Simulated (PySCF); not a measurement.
**CaTe: from the state search to spectroscopic constants**

The task here is to estimate one member of a computed series from the others.

Program: PySCF 2.14.0. Level of theory: Ca x2c-SVPall, Te x2c-SVPall, spin-free X2C with a Gaussian nucleus. These are calculated values, not measurements.

Set-up of the first run:

A driver script around PySCF takes these settings:

* atoms: Ca, Te
* charge: 0
* basis: Ca x2c-SVPall, Te x2c-SVPall
* Hamiltonian: spin-free X2C with a Gaussian nucleus
* basis functions: 60
* electrons treated: 72
* masses in u: 39.9626, 129.9062
* levels: PBE0, PBE, r²SCAN, B3LYP, TPSS, TPSSh, ωB97X, HF, MP2, SCS-MP2, CCSD, CCSD(T)
* grid: 80 radial by 434 angular points
* occupations: held fixed by the projection of orbital angular momentum
* dissociation limit: Ca + Te, each in its ground configuration
* starting distance in angstrom: 2.910
* values of 2S to try: 0, 2

Started as:

```sh
> OMP_NUM_THREADS=1 python dia.py task.json out
```

Among the steps run: Set-up; First curve: PBE0; Excited determinants; PBE (GGA); r²SCAN; B3LYP; TPSS (meta-GGA); TPSSh; ωB97X; RHF (mean field); Adding correlation.

One of the session's tables, all rows but one given; the rest of the session is left out.

| level | Re (Å) | ωe (cm⁻¹) | De (eV) |
| --- | --- | --- | --- |
| RHF | 2.699 | 303 | 0.81 |
| RHF-MP2 | 2.722 | 280.1 | 1.81 |
| RHF-SCS-MP2 | 2.730 | 275.4 | 1.63 |
| RHF-CCSD | 2.727 | 276.2 | 1.51 |
| RHF-CCSD(T) | 2.740 | 270.2 | 1.68 |
| PBE | 2.649 | 305 | 2.95 |
| TPSS | 2.646 | 310 | 3.08 |
| r²SCAN | 2.644 | 316 | 2.97 |
| TPSSh | ? | ? | ? |
| B3LYP | 2.656 | 305 | 2.51 |
| PBE0 | 2.639 | 315 | 2.66 |
| ωB97X | 2.630 | 326 | 2.44 |

**Question.** Estimate the row for TPSSh.

As computed: Re (Å): 2.642; ωe (cm⁻¹): 314; De (eV): 2.95. In the column «Re (Å)» it lies between PBE0 (2.639) and r²SCAN (2.644).

De is counted to Ca + Te in their ground configurations.
